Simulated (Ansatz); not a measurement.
# AlGaCl+ (triplet): the correlation ladder, cc-pVTZ

The task here is to estimate one member of a computed series from the others.

Method: cc-pVTZ, core rule «outside noble gas», up to 24 orbitals frozen; program: Ansatz 0.2.0, Gaussian basis.

The runs, in order: UHF; CCSD(T) on ROHF; CCSD(T) on UHF; BCCD(T) on ROHF; CCSDT(Q) on ROHF; CCSDT(Q) on UHF.

10 further runs of the same task are left out: 5 for a known fault of the program, 5 set aside as unsound or not needed.

### The system

The geometry is a PBE0/def2-TZVP stationary point (not a proven minimum) of the parent state, kept for this charge and spin. No spin-orbit coupling is included. The filled d shell of Ga may be among the frozen orbitals whatever the setting's name suggests; the logs give the count.

3 atoms, charge 1, spin multiplicity 3.

Atoms are counted from 1 here; the program's logs count them from 0.

Bond lengths: Cl1–Al2 2.091 Å, Al2–Ga3 2.316 Å. Angles: Cl1–Al2–Ga3 180.0°.

Set-up of the first run:

in.yaml reads:

```yaml
crystal:
  periodic: [false, false, false]
  atoms:
    - {symbol: Cl, position_ang: [0.000000, 0.000000, -2.166000]}
    - {symbol: Al, position_ang: [0.000000, 0.000000, -0.075200]}
    - {symbol: Ga, position_ang: [0.000000, 0.000000, 2.241200]}
basis:
  gaussian: {orbitals: cc-pVTZ}
total_charge: 1
magnetization: {spin_polarized: true, initial_magnetization: 2}
hamiltonian: {xc: hf}
output: {orbitals: {seedname: orbitals}}
```

Started as:

```
ansatz run in.yaml --threads 1 --pin off --events-out ev --progress --plain --max-ram 4096MiB --backend cpu
```

Among the steps run: UHF; CCSD(T) on ROHF; CCSD(T) on UHF; BCCD(T) on ROHF; CCSDT(Q) on ROHF; CCSDT(Q) on UHF.

One of the session's tables, all rows but one given; the rest of the session is left out.

| method | from UCCSDT(Q) (meV) |
| --- | --- |
| ROHF | +8396.4 |
| UHF | +8270.0 |
| RMP2 | +1241.4 |
| UMP2 | +1232.6 |
| RCCSD | +424.1 |
| UCCSD | +405.7 |
| RCCSD(T) | +68.0 |
| UCCSD(T) | ? |
| BCCD(T) | +66.6 |
| RCCSDT | +33.2 |
| UCCSDT | +18.8 |
| RCCSDT(Q) | +15.5 |
| UCCSDT(Q) | 0 |

**Question.** Estimate the row for UCCSD(T).

As computed: from UCCSDT(Q) (meV): +54.4. In the column «from UCCSDT(Q) (meV)» it lies between RCCSDT (+33.2) and BCCD(T) (+66.6).

Limits of these values: Restricted and unrestricted rows rest on different reference determinants; where their highest levels disagree by more than a few hundredths of an eV, they describe different states and don't form one ladder.
